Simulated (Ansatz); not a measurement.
# SnO2: the cost of one run

Computed with Ansatz 0.2.0 (DFT PBE+D3(BJ), scalar-relativistic, plane waves, PAW, unless a step's input says otherwise).

2 further runs of the same task are left out: 1 that didn't finish, 1 set aside as unsound or not needed.

### Step 1. The system as given

It takes space group P4/mmm (No. 123, tetragonal). The conventional cell has a = 2.607 Å, b = 2.607 Å, c = 21.000 Å, α = 90.00°, β = 90.00°, γ = 90.00°. Around Sn (site symmetry 4mm) lie 8 O at 2.03 Å. O (site symmetry 4mm) is surrounded by 1 O at 1.70 Å and 4 Sn at 2.03 Å.

Coordinates:

```
CELL_PARAMETERS angstrom
2.60664 0.00000 0.00000
0.00000 2.60664 0.00000
0.00000 0.00000 21.00000
ATOMIC_POSITIONS crystal
Sn 0.00000 0.00000 0.39745
Sn 0.00000 0.00000 0.60255
O 0.50000 0.50000 0.43786
O 0.50000 0.50000 0.35704
O 0.50000 0.50000 0.64296
O 0.50000 0.50000 0.56214
```

The cell is invented: sheets of the CeSi2 type as a bilayer. Its size is a rough estimate.

Only a and b are periodic; c spans vacuum, so the box's volume, pressure and space group aren't properties of the sheet.

### Step 2. The guess as it stands, on a coarse mesh

The input, input.yaml:

```yaml
crystal:
  lattice:
    - [2.60664236, 0.0, 0.0]
    - [0.0, 2.60664236, 0.0]
    - [0.0, 0.0, 21.0]
  atoms:
    - { symbol: Sn, position: [0.0, 0.0, 0.39744762] }
    - { symbol: Sn, position: [0.0, 0.0, 0.60255238] }
    - { symbol: O, position: [0.5, 0.5, 0.43785714] }
    - { symbol: O, position: [0.5, 0.5, 0.35703809] }
    - { symbol: O, position: [0.5, 0.5, 0.64296191] }
    - { symbol: O, position: [0.5, 0.5, 0.56214286] }
  periodic: [true, true, false]
basis:
  ecutwfc: 420
kpoints:
  mp_grid: { grid: [6, 6, 1] }
hamiltonian:
  xc: pbe
  dispersion: d3bj
scf:
  occupations: { method: gaussian, width: 0.1 }
  lower_state_search: "off"
output:
  forces: true
  stress: true
  eigenvalues: true
```

Run with:

```bash
$ ansatz run input.yaml --threads 1 --pin off --max-ram 2048MiB --backend cpu --events-out ev --progress --plain --runs-dir out
```

Q: Estimate wall time and peak memory on 1 thread of Arm Neoverse V1, shared host.

About 9.1 s, with a peak of 0.43 GiB.
